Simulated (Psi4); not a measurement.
# ZnNH2Cl (SMILES [NH2][Zn][Cl]): a chain of runs

Aim: a geometry optimisation (SVWN-RPA/3-21G), then vibrational wavenumbers of ZnNH2Cl. 

Program for the calculation: Psi4 1.11.

**1. The molecule**

ZnNH2Cl has 5 atoms, charge 0, and is taken as a singlet. As SMILES, `[NH2][Zn][Cl]`. The shape is that of a PBE0-D4/def2-TZVP optimisation. The run starts from this shape.

Bond lengths: N1–Zn2 1.813 Å, Zn2–Cl3 2.093 Å, N1–H4 1.011 Å, N1–H5 1.011 Å. Angles: N1–Zn2–Cl3 175.4°, Zn2–N1–H4 115.8°, Zn2–N1–H5 115.8°, H4–N1–H5 107.8°.

**2. A geometry optimisation at SVWN-RPA/3-21G (density fitting) (run 1)**

The input, job.inp:

```
memory 1600 mb

molecule mol {
  0 1
  N     -0.451600     0.758700    -0.381600
  Zn     0.607000    -0.573400     0.244100
  Cl     1.962100    -2.022300     0.911400
  H     -1.081100     0.504400    -1.130800
  H     -0.986600     1.258800     0.315400
}

set basis 3-21G
set geom_maxiter 60

energy_value, wavefunction = optimize("svwn", return_wfn=True)
```

The run is started by

```
$ psi4 -i job.inp -o job.out -n 1
```

job.out:

```text
[...]
  Running in c1 symmetry.
[...]
  Nuclear repulsion =  231.136681690486171
[...]
  Multiplicity = 1
[...]
  Nalpha       = 28
  Nbeta        = 28
[...]
    Number of basis functions: 55
[...]
   @DF-RKS iter   1: -2278.02392615497547    1.09077e-01   7.06415e-02 ADIIS/DIIS
[...]
   @DF-RKS iter   7: -2280.76542080153695   -1.36424e-12   6.93770e-09 DIIS
[...]
    Orbital Energies [Eh]
    ---------------------
    Doubly Occupied:
       1A   -342.947061     2A    -99.581975     3A    -41.450843
       4A    -36.475787     5A    -36.467121     6A    -36.465948
       7A    -13.798756     8A     -9.052486     9A     -6.924630
      10A     -6.916848    11A     -6.916218    12A     -4.585190
      13A     -3.021560    14A     -3.004507    15A     -3.001080
      16A     -0.778495    17A     -0.735988    18A     -0.470978
      19A     -0.455588    20A     -0.375045    21A     -0.348060
      22A     -0.336165    23A     -0.331183    24A     -0.330106
      25A     -0.321276    26A     -0.281748    27A     -0.280413
      28A     -0.218648
[...]
  @DF-RKS Final Energy: -2280.76542080153695
   => Energetics <=
    Nuclear Repulsion Energy =            233.7828711805082094
    One-Electron Energy =               -3647.1328192482465056
    Two-Electron Energy =                1235.7967098741389691
    DFT Exchange-Correlation Energy =    -103.2121826079378764
    Empirical Dispersion Energy =           0.0000000000000000
    VV10 Nonlocal Energy =                  0.0000000000000000
    Total Energy =                      -2280.7654208015369477
[...]
 Multipole Moments:
 ------------------------------------------------------------------------------------
     Multipole            Electronic (a.u.)      Nuclear  (a.u.)        Total (a.u.)
 ------------------------------------------------------------------------------------
 L = 1.  Multiply by 2.5417464519 to convert [e a0] to [Debye]
 Dipole X            :          1.4179021           -2.8147329           -1.3968308
 Dipole Y            :         -2.9401502            3.7781624            0.8380123
 Dipole Z            :          1.4410052           -1.7869229           -0.3459177
 Magnitude           :                                                    1.6652507
[...]
  -Total Gradient:
     Atom            X                  Y                   Z
    ------   -----------------  -----------------  -----------------
       1       -0.000046017949    -0.000015521261     0.000011034407
       2       -0.000011739905     0.000032645307    -0.000016407202
       3       -0.000044348205     0.000021389266    -0.000008162549
       4        0.000007226782     0.000047389911    -0.000016481291
       5        0.000006394644     0.000040282947    -0.000030189357
[...]
    Final optimized geometry and variables:
    Molecular point group: c1
    Full point group: C1
    Geometry (in Angstrom), charge = 0, multiplicity = 1:
    N           -1.256213219284     1.469081853377    -0.684270267438
    ZN          -0.403605471880     0.160593140708    -0.057420024394
    CL           1.336015033763    -0.988665665423     0.428477197922
    H           -1.698952815437     1.462216901436    -1.607056014459
    H           -1.601138557016     2.243049664660    -0.110162618479
    Psi4 run time: 0:00:21.89
[...]
```

The script printed:

```text
Optimizer: Optimization complete!
```

It took 23 s on 1 thread of AMD EPYC 9R45 (Zen 5), shared host; peak memory 0.31 GiB.

The path in brief:

```tsv
step	energy from the first frame kept (eV)	largest force (eV/Å)
0	0.0000	3.5572
1	-0.2943	1.0606
2	-0.3433	1.4319
3	-0.3670	0.4706
4	-0.3495	0.4848
5	-0.3654	1.1939
6	-0.3689	0.4281
7	-0.3889	0.2331
8	-0.3935	0.2213
9	-0.3973	0.2051
10	-0.3986	0.2170
11	-0.3981	0.1316
12	-0.3981	0.1254
13	-0.3989	0.0631
14	-0.3994	0.0537
15	-0.3996	0.0137
16	-0.3997	0.0063
17	-0.3997	0.0026
```

After the run. Bond lengths: N1–Zn2 1.683 Å, Zn2–Cl3 2.141 Å, N1–H4 1.024 Å, N1–H5 1.024 Å. Angles: N1–Zn2–Cl3 156.0°, Zn2–N1–H4 123.4°, Zn2–N1–H5 123.4°, H4–N1–H5 111.4°.

**3. The harmonic vibrations at SVWN-RPA/3-21G (density fitting) (run 2)**

The input, input.in:

```
memory 1.6 GB

molecule {
  0 1
  N
  Zn 1 1.682862
  Cl 2 2.140834 1 156.01305
  H 1 1.023523 2 123.35118 3 98.50712
  H 1 1.023523 4 111.40787 2 -164.78646
}

set {
  basis 3-21G
  reference rks
  t 298.15
  rotational_symmetry_number 1
}

frequencies("svwn")
```

The run is started by

```
$ psi4 -i input.in -o input.out -n 1
```

input.out:

```text
Psi4 1.11 release

gradient() will perform analytic gradient computation.

   => Loading Basis Set <=

    Name: 3-21G
    Role: ORBITAL
    Keyword: BASIS

         ---------------------------------------------------------
                                   SCF
                              RKS Reference
                        1 Threads,   1525 MiB Core
         ---------------------------------------------------------

  ==> Geometry <==

    Molecular point group: c1
    Full point group: C1

    Geometry (in Angstrom), charge = 0, multiplicity = 1:

       Center              X                  Y                   Z               Mass
    ------------   -----------------  -----------------  -----------------  -----------------
         N           -0.000000196866     0.262615677075    -2.033600649679    14.003074004430
         ZN          -0.000000196866     0.262615677075    -0.350738649679    63.929142010000
         CL          -0.000000196866    -0.607694482760     1.605208803921    34.968852682000
         H           -0.845559186379     0.389092739130    -2.596302062114     1.007825032230
         H            0.845581240207     0.388976016485    -2.596294553529     1.007825032230

  Running in c1 symmetry.

[... 137 lines left out ...]
   @DF-RKS iter   3: -2279.30130193450213   -4.32084e+01   4.11872e-02 DIIS/ADIIS
[... 5 lines left out ...]
   @DF-RKS iter   9: -2280.76542049931322   -3.81098e-05   2.65009e-05 DIIS
[... 31 lines left out ...]
    Final Occupation by Irrep:
[... 13 lines left out ...]
    Empirical Dispersion Energy =           0.0000000000000000
[... 123 lines left out ...]
    Weights Tolerance      =       1.00E-15
[... 181 lines left out ...]
   @DF-RKS iter   3: -2279.30130211418691   -4.32084e+01   4.11872e-02 DIIS/ADIIS
[... 5 lines left out ...]
   @DF-RKS iter   9: -2280.76542049770433   -3.81098e-05   2.65009e-05 DIIS
[... 31 lines left out ...]
    Final Occupation by Irrep:
[... 13 lines left out ...]
    Empirical Dispersion Energy =           0.0000000000000000
[... 102 lines left out ...]
    Weights Tolerance      =       1.00E-15
[... 1 line left out ...]
  ==> DFJKGrad: Density-Fitted SCF Gradients <==

    Gradient:                    2
    J tasked:                  Yes
    K tasked:                   No
    wK tasked:                  No
    Integrals threads:           1
    Memory [MiB]:             1144
    Schwarz Cutoff:          1E-12
    Fitting Condition:       1E-10

   => Auxiliary Basis Set <=

  Basis Set: (3-21G AUX)
    Blend: DEF2-UNIVERSAL-JKFIT
    Number of shells: 133
    Number of basis functions: 665
    Number of Cartesian functions: 665
    Spherical Harmonics?: false
    Max angular momentum: 6

RuntimeError: Engine::lmax_exceeded -- angular momentum limit exceeded

Printing out the relevant lines from the Psithon --> Python processed input file:
    core.IO.set_default_namespace("")
    core.set_global_option("BASIS", "3-21G")
    core.set_global_option("REFERENCE", "rks")
    core.set_global_option("T", 298.15)
    core.set_global_option("ROTATIONAL_SYMMETRY_NUMBER", 1)
--> frequencies("svwn")

!-----------------------------------------------------------!
!                                                           !
!  Engine::lmax_exceeded -- angular momentum limit exceeded !
!                                                           !
!-----------------------------------------------------------!

    Psi4 run time: 0:00:03.48
```

Wall time 4.5 s (1 thread of AMD EPYC 9R45 (Zen 5), shared host); peak memory 0.32 GiB.

The run ended with an error.

**4. Summary of results**

| quantity | value |
| --- | --- |
| run 1, SVWN-RPA/3-21G: total energy at the end | -2280.76542 Eh |
| run 1, SVWN-RPA/3-21G: dipole moment | 4.23 D |
| run 1, SVWN-RPA/3-21G: HOMO energy | -5.95 eV |
| run 1, SVWN-RPA/3-21G: LUMO energy | -2.39 eV |
| run 1, SVWN-RPA/3-21G: HOMO–LUMO gap | 3.56 eV |
| run 2, SVWN-RPA/3-21G | no result (crashed) |

What this shows: The optimisation (run 1, SVWN-RPA/3-21G) took 18 steps and changed the energy by -0.400 eV. 1 of the 2 runs did not end normally.
